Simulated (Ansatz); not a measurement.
# AlBrF, SMILES [F][Al][Br]: a rigid scan of one bond length

Computed with the Ansatz DFT code, driven from Python.

At the Python prompt:
```pycon
>>> import ansatz as az
>>> import numpy as np
>>> system = (
...     az.Crystal.molecule()
...     .atom("F", (-1.1719, 1.0683, -0.5337))
...     .atom("Al", (-0.4475, -0.4951, -0.2957))
...     .atom("Br", (1.6084, -0.638, 0.8162))
... )
>>> symbols = [site.symbol for site in system.cartesian_sites]
>>> start = np.array([site.position_ang for site in system.cartesian_sites])
>>> axis = (start[0] - start[1]) / np.linalg.norm(start[0] - start[1])
>>> moving = [0]
>>> lengths, energies = [1.48, 1.6, 1.74, 1.91, 2.17, 2.61, 3.13, 3.83], []
>>> for length in lengths:
...     xyz = start.copy()
...     xyz[moving] += (length - np.linalg.norm(start[0] - start[1])) * axis
...     point = az.Crystal.molecule()
...     for symbol, place in zip(symbols, xyz):
...         point = point.atom(symbol, place.tolist())
...     calc = (
...         point.calculation()
...         .basis(gaussian="def2-SVP")
...         .functional("pbe0", dispersion="d4")
...         .spin("collinear", total=1)
...     )
...     r = calc.run().report
...     energies.append(r["free_energy_ev"])
...     print(f"r = {length:6.3f} A  E = {energies[-1]:.5f} eV  <S^2> = {abs(r['mean_field']['state']['spin_squared']):.3f}")
...
r =  1.480 A  E = -79335.50590 eV  <S^2> = 0.752
r =  1.600 A  E = -79336.14904 eV  <S^2> = 0.752
r =  1.740 A  E = -79336.14200 eV  <S^2> = 0.752
r =  1.910 A  E = -79335.61652 eV  <S^2> = 0.753
r =  2.170 A  E = -79334.49377 eV  <S^2> = 0.756
r =  2.610 A  E = -79332.93843 eV  <S^2> = 0.785
r =  3.130 A  E = -79332.12436 eV  <S^2> = 0.777
r =  3.830 A  E = -79331.76784 eV  <S^2> = 0.756
>>> print("energy above the lowest point (eV):", [round(e - min(energies), 3) for e in energies])
energy above the lowest point (eV): [0.643, 0.0, 0.007, 0.533, 1.655, 3.211, 4.025, 4.381]
```

Reading the output:
- Total energies depend on the basis set; only differences at equal settings carry meaning.
- The rest of the molecule is held rigid at a force-field or estimated start geometry, and the basis set is modest; single-reference methods fail as a bond breaks.
- The species is open-shell (spin multiplicity 2).
- Spin-orbit coupling of the heavy open-shell atom is left out.
- Finished in 33 s on 1 thread of Arm Neoverse V1 (shared host), peak memory 0.25 GiB.

(Lines on the test bed's own set-up are left out of the output.)
